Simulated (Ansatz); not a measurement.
Born–Oppenheimer molecular dynamics of a periodic cell of 16 atoms, Li (start crystal Li, start structure bcc, volume 1.15 times the crystal's). It goes on from the last frame of an earlier run, with new velocities.

All numbers below come from DFT PBEsol, scalar-relativistic, plane waves, PAW (Ansatz). Settings: cutoff 420 eV, k mesh 2x2x2, fermi-dirac smearing 0.16 eV, no spin polarisation.

```yaml
ensemble: NVT, Langevin thermostat
time_step: 1 fs
steps_asked: 389
set_temperature: 1440 K
friction: 0.02 /fs
temperature_schedule: 292 steps to 300 K, then 97 steps to 300 K
seed: 412973
```

First frame:

```xyz
16
Lattice="7.3129 0.0000 0.0000 0.0000 7.3129 0.0000 0.0000 0.0000 7.3129" Properties=species:S:1:pos:R:3
Li -0.558 0.733 0.537
Li 3.268 0.860 0.837
Li 0.379 4.744 -0.458
Li 1.324 -0.026 2.694
Li 1.863 1.908 0.204
Li 3.570 3.135 -0.280
Li 4.605 1.480 3.478
Li 6.420 3.812 1.732
Li 0.435 5.383 4.350
Li 2.529 4.296 1.968
Li 1.655 2.281 3.965
Li 4.210 4.715 4.344
Li 5.234 6.400 2.836
Li 5.958 2.558 5.358
Li 2.600 6.572 5.681
Li 4.785 6.353 6.979
```

Task: What does the run give?

Result: All steps were run.

- steps done: 389
- time covered: 389 fs
- mean temperature over the second half: 637 K
- spread of the potential energy over the second half: 30.4 meV per atom
- mean potential energy of the second half above the start: -138.9 meV per atom

The schedule's set-point averaged 395 K over the second half and the system 637 K, so it lags behind the ramp. A run of 0.39 ps of so small a system gives no equilibrium averages. Limits of this set-up: coarse k mesh.

Task: What happens to the structure?

Result: Mean squared displacements from the first frame to the last, about the centre of mass: Li 3.77 Å². Another seed would give other details.

Task: How do temperature and energy run in time?

Result: 
| time (fs) | T (K) | potential energy less start (eV) |
| --- | --- | --- |
| 0.0 | 1350 | 0.000 |
| 19.0 | 1307 | -0.687 |
| 38.0 | 1388 | 0.012 |
| 57.0 | 1278 | -0.697 |
| 76.0 | 1634 | -0.234 |
| 95.0 | 1595 | 0.106 |
| 114.0 | 1486 | -0.413 |
| 133.0 | 1442 | -0.292 |
| 152.0 | 1125 | -0.041 |
| 171.0 | 1130 | -0.825 |
| 190.0 | 1326 | -1.092 |
| 209.0 | 998 | -1.034 |
| 228.0 | 988 | -1.847 |
| 247.0 | 899 | -2.273 |
| 266.0 | 631 | -2.170 |
| 285.0 | 472 | -2.254 |
| 304.0 | 473 | -2.448 |
| 323.0 | 639 | -2.836 |
| 342.0 | 393 | -2.591 |
| 361.0 | 446 | -2.562 |
| 380.0 | 325 | -2.471 |

The run took 28 min on 1 thread of Arm Neoverse V1, with other jobs on the host, peak memory 0.54 GiB.
